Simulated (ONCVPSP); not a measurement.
# Sulfur: generating and testing an ONCV potential

Task: generate the file, and judge it by its errors in other configurations, its logarithmic derivatives, its ghosts and its cutoff.

Method: ONCVPSP 4.0.1, PBE, scalar-relativistic.

### Step 1. The design

The settings as typed:

| Property | Result |
| --- | --- |
| element | sulfur (S, Z = 16) |
| type | optimised norm-conserving Vanderbilt (ONCV) |
| frozen core | [Ne] |
| valence charge | 6 |
| reference configuration | 3s2 3p3 (charge +1) |
| partial waves | 3s: rc 1.40 bohr, ncon 3, nbas 6, qcut 4.7 1/bohr, 2 projectors, debl 1.8 Ha; 3p: rc 1.40 bohr, ncon 3, nbas 7, qcut 6.4 1/bohr, 2 projectors, debl 3.3 Ha |
| local potential | polynomial inside 0.95 bohr (lpopt 5, dvloc0 0 Ha) |
| core correction | Teter function fitted to the true core (icmod 2), fcfact 0.3 |

An earlier all-electron run gives the scale for the radii.

All-electron outer shells of the reference configuration (PBE, scalar-relativistic, ld1.x):

```csv
shell,level (eV),outermost node (bohr),outermost maximum (bohr)
2s,-223.45,0.13,0.39
2p,-168.27,–,0.33
3s,-27.63,0.60,1.39
3p,-16.80,0.58,1.55
```

### Step 2. The generation run

S.dat

```
# ATOM AND REFERENCE CONFIGURATION
# atsym  z   nc   nv     iexc    psfile
  S 16.00    3    2        4      upf
#
#   n    l    f
    1    0    2.00
    2    0    2.00
    2    1    6.00
    3    0    2.00
    3    1    3.00
#
# PSEUDOPOTENTIAL AND OPTIMIZATION
# lmax
    1
#
#   l,   rc,      ep,       ncon, nbas, qcut
    0    1.40    0.00    3    6    4.70
    1    1.40    0.00    3    7    6.40
#
# LOCAL POTENTIAL
# lloc, lpopt,  rc(5),   dvloc0
    4    5    0.95    0.00
#
# VANDERBILT-KLEINMAN-BYLANDER PROJECTORs
# l, nproj, debl
    0    2    1.80
    1    2    3.30
#
# MODEL CORE CHARGE
# icmod, fcfact, rcfact
    2    0.30    1.05
#
# LOG DERIVATIVE ANALYSIS
# epsh1, epsh2, depsh
   -3.00    5.00    0.02
#
# OUTPUT GRID
# rlmax, drl
    6.00    0.01
#
# TEST CONFIGURATIONS
# ncnf
    4
# nvcnf
#   n    l    f
    2
    3    0    2.00
    3    1    4.00
#
    2
    3    0    2.00
    3    1    2.00
#
    2
    3    0    2.00
    3    1    1.00
#
    2
    3    0    2.00
    3    1    3.50
#
```

Started as:

```sh
$ oncvpsp.x < S.dat > S.out
```

Before running it: what results should come out? Wanted: cutoffs for 1 and 0.1 mHa per electron, occupied waves; bound ghosts; GHOST(+) flags; largest test error; largest phase difference near zero energy, channels read; rms error of d²Exc/dn², without and with the model core.

As calculated:

| quantity | value |
| --- | --- |
| cutoffs for 1 and 0.1 mHa per electron, occupied waves | 14 Ha and 43 Ha |
| bound ghosts | none found |
| GHOST(+) flags | s at 99 eV |
| largest test error (AE − PS) | +44 meV, for 3s2 3p1 |
| largest phase difference near zero energy, channels read | 0.000 rad |
| rms error of d²Exc/dn², without and with the model core | 1.81 and 0.88 mHa |

In words: The worst unpolarised test, 3s2 3p1, is off by 44 meV on 56.3 eV; by total energies transferability rates as fair. That test lies far up in energy; among those under 40 eV, nearer to bonding, the largest error is 5.9 meV. It counts as soft on the atom at that tolerance, with 14 Ha needed at the looser tolerance. The tighter tolerance needs 43 Ha, and converged work needs a cutoff nearer that. At the looser tolerance the 3s wave is the slowest; 3p needs 11 Ha. No bound ghost shows below the valence levels. Near zero energy the phases of the channels with partial waves agree within 0.001 rad. The program also flags highly localised states, GHOST(+) (s).
